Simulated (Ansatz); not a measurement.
Runs of Ansatz 0.2.0 on NiMoIrPdW. It takes space group P3m1 (No. 156, trigonal). Conventional cell: a = 4.117 Å, b = 4.117 Å, c = 5.446 Å, α = 90.00°, β = 90.00°, γ = 120.00°. Around Ni (site symmetry 3m) lie 3 Mo at 2.38 Å and 3 Ir at 2.69 Å. Around Mo (site symmetry 3m) lie 3 Ni at 2.38 Å and 3 Ir at 2.70 Å and 2 Pd at 2.72 to 2.73 Å. Around Pd (site symmetry 3m) lie 3 W at 2.68 Å and 2 Mo at 2.72 to 2.73 Å and 3 Ir at 2.77 Å. Around Ir (site symmetry 3m) lie 2 W at 2.66 to 2.78 Å and 3 Ni at 2.69 Å and 3 Mo at 2.70 Å and 3 Pd at 2.77 Å. Around W (site symmetry 3m) lie 2 Ir at 2.66 to 2.78 Å and 3 Pd at 2.68 Å and 3 Mo at 2.81 Å and 3 Ni at 2.82 Å. The cell was built by a generator and needn't be a form met in nature.

| task | level | potentials or basis | spin | U | cell | k mesh | cutoff (eV) | points for each segment of the path | hubbard projectors | double counting | target pressure (GPa) | mesh quality | gap on the mesh (eV) | pressure (GPa) | moment (μB) | largest force (eV/Å) |
| --- | --- | --- | --- | --- | --- | --- | --- | --- | --- | --- | --- | --- | --- | --- | --- | --- |
| phonons | PBE | Ansatz PAW | collinear, ferromagnetic start | - | as given | 5 × 5 × 3 | 420 | - | - | - | - | coarse | none | - | 0.00 | - |
| relaxation of cell and atoms | RPBE | Ansatz PAW | collinear, ferromagnetic start | - | relaxed | 6 × 6 × 4 | 420 | - | - | - | - | not flagged | none | 0.0 | 0.00 | - |
| band structure | r2SCAN | Ansatz PAW | non-collinear, ferromagnetic start, SOC | - | as given | 6 × 6 × 4 | 500 | 14 | - | - | - | not flagged | none | (a) | 0.00 | 0.18 |
| projected density of states | PBE+U | Ansatz PAW | collinear, ferromagnetic start | Ir d U = 4 eV, Mo d U = 4 eV, Ni d U = 4 eV, Pd d U = 4 eV, W d U = 4 eV | as given | 8 × 8 × 5 | 420 | - | ortho-atomic (the default) | fll (the default) | - | not flagged | none | 11.2 | (b) | 0.61 |
| band structure | PBE | Ansatz PAW | non-collinear, ferromagnetic start, SOC | - | as given | 6 × 6 × 4 | 420 | 14 | - | - | - | not flagged | none | 0.2 | 0.00 | 0.16 |
| band structure | RPBE | Ansatz PAW | collinear, ferromagnetic start | - | as given | 8 × 8 × 5 | 420 | 14 | - | - | - | not flagged | none | 3.7 | 0.00 | 0.07 |
| single point | PBE | SPMS NC | collinear, ferromagnetic start | - | as given | 8 × 8 × 5 | 925 | - | - | - | - | not flagged | none | 0.1 | 0.00 | 0.04 |
| relaxation of cell and atoms | PBE | Ansatz PAW | collinear, ferromagnetic start | - | relaxed to 2 GPa | 6 × 6 × 4 | 420 | - | - | - | 2 | not flagged | none | 2.0 | 0.00 | - |

Alike in all rows: smearing fermi-dirac 0.05 eV.

**Question.** Estimate the missing entries.

**Answer.** (a) -4.7; (b) 0.51.

Caveats: some runs use coarse meshes; the starting moments weren't kept (some runs); the PAW data sets come from PBE, with cores solved anew for the run's functional, which leaves a small shift of forces and pressure (some runs); the plane-wave basis is chosen anew once the cell has moved, so the energies of steps on either side of that aren't comparable (some runs); the magnetic or orbital state may not be the lowest (some runs); the U is typed as a test and isn't derived for this compound (some runs); the thresholds are loose for stress (some runs); spin-orbit coupling is left out, which moves the levels of the heavy elements (some runs).

A k mesh can miss the band edges, and rows without SOC leave out spin-orbit coupling on Ir, Mo, Pd, W.

A gap of «none» marks a metal or a gap under the smearing width.
